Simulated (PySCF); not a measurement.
# Si²⁺ at other levels of theory

What do other methods print for Si²⁺?

Method: method and basis as typed in the scripts; program: PySCF 2.14.0.

2 further runs of the same task are left out: 2 that didn't finish.

## Step 1: The atom

Si²⁺: 1 atom, charge 2, spin multiplicity 1.

## Step 2: The base run

The input, input.py:

```python
from pyscf import gto, scf, mcscf

mol = gto.M(
    atom='Si 0 0 0',
    basis='cc-pvqz',
    charge=2,
    spin=0,
    symmetry=True,
    verbose=4,
)
mf = scf.RHF(mol)
mf.kernel()
mc = mcscf.CASCI(mf, 4, 2)
mc.kernel()
mc.analyze()
mf.dip_moment()
print('orbital energies (hartree):', mf.mo_energy[..., max(0, mol.nelec[1]-3):mol.nelec[0]+3].round(4))
```

On the command line:

```bash
$ python input.py
```

## Step 3: CCSD(T)

Edit 1 changes step after the SCF: casci → ccsd(t); frozen orbitals: none → 5.

input.py: that of step 2 with these lines changed.

```diff
@@ -1,2 +1,2 @@
-from pyscf import gto, scf, mcscf
+from pyscf import gto, scf, cc
 
@@ -12,5 +12,5 @@
 mf.kernel()
-mc = mcscf.CASCI(mf, 4, 2)
-mc.kernel()
-mc.analyze()
+mycc = cc.CCSD(mf, frozen=5)
+mycc.kernel()
+mycc.ccsd_t()
 mf.dip_moment()
```

## Step 4: Revtpss (RKS)

Edit 2 changes functional: none (Hartree–Fock) → revtpss; SCF type: RHF → RKS; step after the SCF: casci → analyze.

The input, input.py:

```python
from pyscf import gto, dft

mol = gto.M(
    atom='Si 0 0 0',
    basis='cc-pvqz',
    charge=2,
    spin=0,
    symmetry=True,
    verbose=4,
)
mf = dft.RKS(mol, xc='revtpss')
mf.kernel()
mf.analyze()
print('orbital energies (hartree):', mf.mo_energy[..., max(0, mol.nelec[1]-3):mol.nelec[0]+3].round(4))
```

## Step 5: MP2

Edit 3 changes step after the SCF: casci → mp2; frozen orbitals: none → 5.

input.py: that of step 2 with these lines changed.

```diff
@@ -1,2 +1,2 @@
-from pyscf import gto, scf, mcscf
+from pyscf import gto, scf, mp
 
@@ -12,5 +12,3 @@
 mf.kernel()
-mc = mcscf.CASCI(mf, 4, 2)
-mc.kernel()
-mc.analyze()
+mp.MP2(mf, frozen=5).kernel()
 mf.dip_moment()
```

## Step 6: MP2

Edit 4 changes step after the SCF: casci → mp2.

input.py: that of step 2 with these lines changed.

```diff
@@ -1,2 +1,2 @@
-from pyscf import gto, scf, mcscf
+from pyscf import gto, scf, mp
 
@@ -12,5 +12,3 @@
 mf.kernel()
-mc = mcscf.CASCI(mf, 4, 2)
-mc.kernel()
-mc.analyze()
+mp.MP2(mf).kernel()
 mf.dip_moment()
```

## Step 7: Population analysis

Edit 5 changes step after the SCF: casci → analyze.

The input, input.py:

```python
from pyscf import gto, scf

mol = gto.M(
    atom='Si 0 0 0',
    basis='cc-pvqz',
    charge=2,
    spin=0,
    symmetry=True,
    verbose=4,
)
mf = scf.RHF(mol)
mf.kernel()
mf.analyze()
print('orbital energies (hartree):', mf.mo_energy[..., max(0, mol.nelec[1]-3):mol.nelec[0]+3].round(4))
```

What does the calculation give? Wanted: for each run, E(SCF); from base; gap; after the SCF.

**Answer**, as computed:

| run | E(SCF) (hartree) | from base (eV) | cycles | gap (eV) | after the SCF |
| --- | --- | --- | --- | --- | --- |
| base | -287.995526 | 0 | 6 | 16.67 | CASCI correlation -0.835 eV |
| CCSD(T) | -287.995526 | 0.0000 | 6 | 16.67 | CCSD(T) correlation -1.238 eV, core frozen |
| revtpss (RKS) | -288.372425 | not comparable | 6 | 8.18 | n/a |
| MP2 | -287.995526 | 0.0000 | 6 | 16.67 | MP2 correlation -0.903 eV, core frozen |
| MP2 | -287.995526 | 0.0000 | 6 | 16.67 | MP2 correlation -2.075 eV |
| population analysis | -287.995526 | 0.0000 | 6 | 16.67 | n/a |

In words: On the same reference and core, CCSD(T) gains 1.24 eV in 1.8 s; MP2 reaches 73 % of that in 1 s. Total energies of different functionals can't be compared with each other; differences within one functional can.
